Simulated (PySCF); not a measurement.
# CuO: a composite coupled-cluster curve

One table from this session's results is given with a row withheld; the runs are named, their logs left out.

The runs use PySCF 2.14.0; CCSD(T) on ROHF, scalar-relativistic core potentials.

Set-up of the first run:

- molecule: CuO
- state: doublet, unpaired electrons π ↑
- smaller basis: Cu aug-cc-pVDZ-PP with ECP10, O aug-cc-pVDZ
- larger basis: Cu aug-cc-pVTZ-PP with ECP10, O aug-cc-pVTZ
- frozen core orbitals: 5
- extrapolation: correlation as n⁻³ (n = 2, 3), Hartree–Fock as (n+1)·exp(−9√n)
- corrections: none
- distances (Å): 1.5196, 1.5886, 1.6577, 1.7268, 1.7958, 1.8822, 1.9685
- masses (u): 62.9296, 15.9949
- dissociation limit: Cu + O

Run with:

```bash
$ OMP_NUM_THREADS=4 python comp.py task.json out
```

One table of the session follows, with a row left open; its other results are not shown here.

| level | Re (Å) | ωe (cm⁻¹) | ωexe (cm⁻¹) | αe (cm⁻¹) | De (eV) |
| --- | --- | --- | --- | --- | --- |
| CCSD(T)/aug-cc-pVDZ(-PP) | 1.7466 | 595.6 | 3.84 | 0.00450 | 2.587 |
| CCSD(T)/aug-cc-pVTZ(-PP) | ? | ? | ? | ? | ? |
| HF/CBS | 1.8442 | 566.6 | 2.99 | 0.00317 | 0.784 |
| MP2/CBS | 1.7160 | 648.5 | 3.68 | 0.00405 | 2.930 |
| CCSD/CBS | 1.7511 | 606.8 | 3.33 | 0.00386 | 2.550 |
| CCSD(T)/CBS | 1.7272 | 627.6 | 4.10 | 0.00448 | 2.809 |

Estimate the missing values for CCSD(T)/aug-cc-pVTZ(-PP).

As computed: Re (Å): 1.7311; ωe (cm⁻¹): 619.8; ωexe (cm⁻¹): 4.07; αe (cm⁻¹): 0.00452; De (eV): 2.744. In the column «Re (Å)» it lies between CCSD(T)/CBS (1.7272) and CCSD(T)/aug-cc-pVDZ(-PP) (1.7466).

**Reading.** The last step gives Re = 1.7272 Å, ωe = 627.6 cm⁻¹ and De = 2.809 eV; the smaller basis alone is off from it by +19.3 mÅ and -0.22 eV. Near the minimum the mean field binds by 0.66 eV and correlation adds 2.15 eV of binding. T1 is 0.056, large enough to doubt a single reference. Spin–orbit coupling, core–valence correlation and excitations beyond (T) are left out. The outer-core shells of Cu are frozen, which can move the bond length by hundredths of an ångström. An extrapolation from double and triple zeta is rough, so this isn't yet the limit.
